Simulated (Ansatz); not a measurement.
Predict the output of the script below (Ansatz's Python interface).

Contents of `POSCAR_si`:
```text
Si
1.0
   2.52700000    0.00000000    0.00000000
  -1.26350000    2.18844620    0.00000000
   0.00000000    0.00000000    2.37300000
Si
1
Direct
   0.00000000    0.00000000    0.00000000
```

The script, `si.py`:
```python
"""Elastic constants of Si."""

import warnings

import ansatz
from ase.io import read
import numpy as np

warnings.simplefilter("ignore", ansatz.DeckWarning)

atoms = read("POSCAR_si", format="vasp")
system = ansatz.Crystal.from_ase(atoms)

calc = system.calculation()
calc = calc.functional("lda").occupations("fermi_dirac", width=0.1)
calc = calc.kpoints(20, 20, 18)
result = calc.elastic("clamped_ion", amplitude=0.005).run()
elastic = result.elastic

print(np.array2string(np.round(elastic.c_gpa, 1) + 0.0, suppress_small=True))
print("Voigt stress of the unstrained cell (GPa, tension positive):", np.round(elastic.sigma0_gpa, 3) + 0.0)
print("smallest eigenvalue of C:", round(elastic.stability.min_eigenvalue_gpa, 1), "GPa; tensor positive definite:", elastic.stability.min_eigenvalue_gpa > 0)
# averaged moduli need a positive definite tensor
if elastic.stability.min_eigenvalue_gpa > 0:
    for name, value in elastic.moduli.to_plain().items():
        print(f"{name:14s} {value:9.3f}")
    S = np.linalg.inv(elastic.c_gpa)
    print("Young modulus along x, y, z (GPa):", np.round(1 / np.diag(S)[:3], 1))
    print("linear compressibility along x, y, z (1/TPa):", np.round(1000 * S[:3, :3].sum(axis=1), 2))
```

Output of `python si.py`:
```text
[[303.1 136.5  76.    0.    0.    0. ]
 [136.5 303.1  76.    0.    0.    0. ]
 [ 77.1  77.1 458.8   0.    0.    0. ]
 [  0.    0.    0.   90.6   0.    0. ]
 [  0.    0.    0.    0.   90.6   0. ]
 [  0.    0.    0.    0.    0.   83.3]]
Voigt stress of the unstrained cell (GPa, tension positive): [-15.057 -15.057 -16.246   0.      0.      0.   ]
smallest eigenvalue of C: 83.3 GPa; tensor positive definite: True
k_voigt_gpa      182.713
k_reuss_gpa      180.776
k_hill_gpa       181.744
g_voigt_gpa      104.579
g_reuss_gpa       96.406
g_hill_gpa       100.492
youngs_gpa       254.559
poisson            0.267
Young modulus along x, y, z (GPa): [237.6 237.6 432.1]
linear compressibility along x, y, z (1/TPa): [2.01 2.01 1.5 ]
```

What to keep in mind:
- Absolute energies stand on the zero of these potentials, so only differences at equal settings mean something. A total without «per atom» is that of the cell as typed.
- The cell isn't relaxed first, so the values belong to this volume.
- A positive definite tensor excludes instabilities under uniform strain alone; phonons elsewhere in the zone can still be imaginary.
- The cell stands under an uneven stress, so these stress-strain coefficients aren't symmetric, and eigenvalues smaller than that stress decide nothing.
- At these settings the cell as given stands under about 15 GPa, so it isn't at this functional's equilibrium volume and may be a high-pressure phase.
- This isn't the structure that Si takes at ambient conditions.
- Shear constants of a metal converge slowly with the k-point mesh and can be wrong in sign on a coarse one; the constants belong to the cell that was strained.
- The whole script took 62 s on 1 thread of Arm Neoverse V2, on a shared host, peak memory 0.61 GiB.

(A comment or docstring line of the script was reworded after the run, the code is as it ran.)
